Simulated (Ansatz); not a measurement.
**[closo-2-(NH2)B7H6]2- (B7NH8 (-2)): structure and electronic state**

What does [closo-2-(NH2)B7H6]2- (B7NH8 (-2)) look like as a singlet, and where do its frontier electrons sit?

The runs use Ansatz 0.2.0, Gaussian basis; RKS PBE0-D4/def2-TZVPD.

The runs, in order: relaxation at PBE0-D4/def2-SVPD; a single point at PBE0-D4/def2-TZVPD.

2 further runs of the same task are left out: 2 set aside as unsound or not needed.

## Step 1: Starting geometry

16 atoms, charge -2, spin multiplicity 1.

Atoms are counted from 1 here; the program's logs count them from 0.

Bond lengths: B1–B2 1.628 Å, B1–B3 1.811 Å, B1–B6 1.818 Å, B1–B7 1.638 Å, B1–H8 1.258 Å, B2–B3 1.832 Å, B2–B5 1.627 Å, B2–B6 1.828 Å, B2–N9 1.588 Å, B3–B4 1.792 Å, B3–B5 1.813 Å, B3–B7 1.793 Å, B3–H12 1.260 Å, B4–B5 1.639 Å, B4–B6 1.792 Å, B4–B7 1.637 Å, B4–H13 1.258 Å, B5–B6 1.818 Å and more. Angles: B2–B1–B3 64.1°, B2–B1–B6 63.8°, B2–B1–B7 108.1°, B2–B1–H8 126.6°, B3–B1–B6 79.3°, B3–B1–B7 62.4°, B3–B1–H8 139.6°, B6–B1–B7 62.2°, B6–B1–H8 141.0°, B7–B1–H8 125.3°, B1–B2–B3 62.8°, B1–B2–B5 108.3°, B1–B2–B6 63.2°, B1–B2–N9 125.7°, B3–B2–B5 62.9°, B3–B2–B6 78.5°, B3–B2–N9 140.4°, B5–B2–B6 63.2° and more.

Geometry (Å):

| atom | x (Å) | y (Å) | z (Å) |
| --- | --- | --- | --- |
| B1 | -0.42239 | -1.24420 | -0.10024 |
| B2 | -0.54972 | 0.11823 | 0.78153 |
| B3 | -0.47154 | 0.30329 | -1.03964 |
| B4 | 1.30766 | 0.51378 | -1.05654 |
| B5 | 0.50391 | 1.20813 | 0.19164 |
| B6 | 1.14032 | -0.47910 | 0.42537 |
| B7 | 0.73357 | -1.00897 | -1.23712 |
| H8 | -1.09338 | -2.29805 | 0.04645 |
| N9 | -1.55075 | 0.34929 | 1.99191 |
| H10 | -1.85703 | 1.32248 | 2.01562 |
| H11 | -2.39672 | -0.20677 | 1.86209 |
| H12 | -1.34744 | 0.72947 | -1.83860 |
| H13 | 2.20191 | 1.05908 | -1.75327 |
| H14 | 0.67865 | 2.38445 | 0.59965 |
| H15 | 2.01770 | -0.90376 | 1.20918 |
| H16 | 1.10526 | -1.84735 | -2.09801 |

The ion is computed in the gas phase, without counter-ions or solvent.

The start is a GFN2-xTB geometry.

## Step 2: Relaxation at PBE0-D4/def2-SVPD

Contents of in.yaml:

```yaml
crystal:
  periodic: [false, false, false]
  atoms:
    - {symbol: B, position_ang: [-0.422390, -1.244200, -0.100240]}
    - {symbol: B, position_ang: [-0.549720, 0.118230, 0.781530]}
    - {symbol: B, position_ang: [-0.471540, 0.303290, -1.039640]}
    - {symbol: B, position_ang: [1.307660, 0.513780, -1.056540]}
    - {symbol: B, position_ang: [0.503910, 1.208130, 0.191640]}
    - {symbol: B, position_ang: [1.140320, -0.479100, 0.425370]}
    - {symbol: B, position_ang: [0.733570, -1.008970, -1.237120]}
    - {symbol: H, position_ang: [-1.093380, -2.298050, 0.046450]}
    - {symbol: N, position_ang: [-1.550750, 0.349290, 1.991910]}
    - {symbol: H, position_ang: [-1.857030, 1.322480, 2.015620]}
    - {symbol: H, position_ang: [-2.396720, -0.206770, 1.862090]}
    - {symbol: H, position_ang: [-1.347440, 0.729470, -1.838600]}
    - {symbol: H, position_ang: [2.201910, 1.059080, -1.753270]}
    - {symbol: H, position_ang: [0.678650, 2.384450, 0.599650]}
    - {symbol: H, position_ang: [2.017700, -0.903760, 1.209180]}
    - {symbol: H, position_ang: [1.105260, -1.847350, -2.098010]}
basis:
  gaussian: {orbitals: def2-SVPD}
total_charge: -2
hamiltonian: {xc: pbe0, dispersion: d4}
scf: {lower_state_search: "off"}
output: {orbitals: {seedname: orbitals}}
relax: {f_tol: 0.02, max_steps: 100}
```

Command:

```bash
$ ansatz run in.yaml --threads 4 --pin off --events-out ev --progress --plain --max-ram 4787MiB
```

The runs that follow: Single point, PBE0-D4/def2-TZVPD.

Before running them: what should the planned runs give, taken together? Wanted: point group; commonest bond, hydrogen aside; HOMO, LUMO at PBE0-D4/def2-TZVPD.

The runs gave:

| quantity | value |
| --- | --- |
| point group | Cs |
| commonest bond, hydrogen aside | B–B, 15 of mean length 1.772 Å |
| HOMO, LUMO at PBE0-D4/def2-TZVPD | 2.63, 6.04 eV |

The molecule keeps its bonding pattern by the stored test; the atoms moved 0.03 Å (rms). No usable vibrations, so a minimum isn't proven. Doubts on the single point: highest occupied level lies above zero. The point group is read from a loosely relaxed geometry; soft torsions can leave it below the true symmetry.
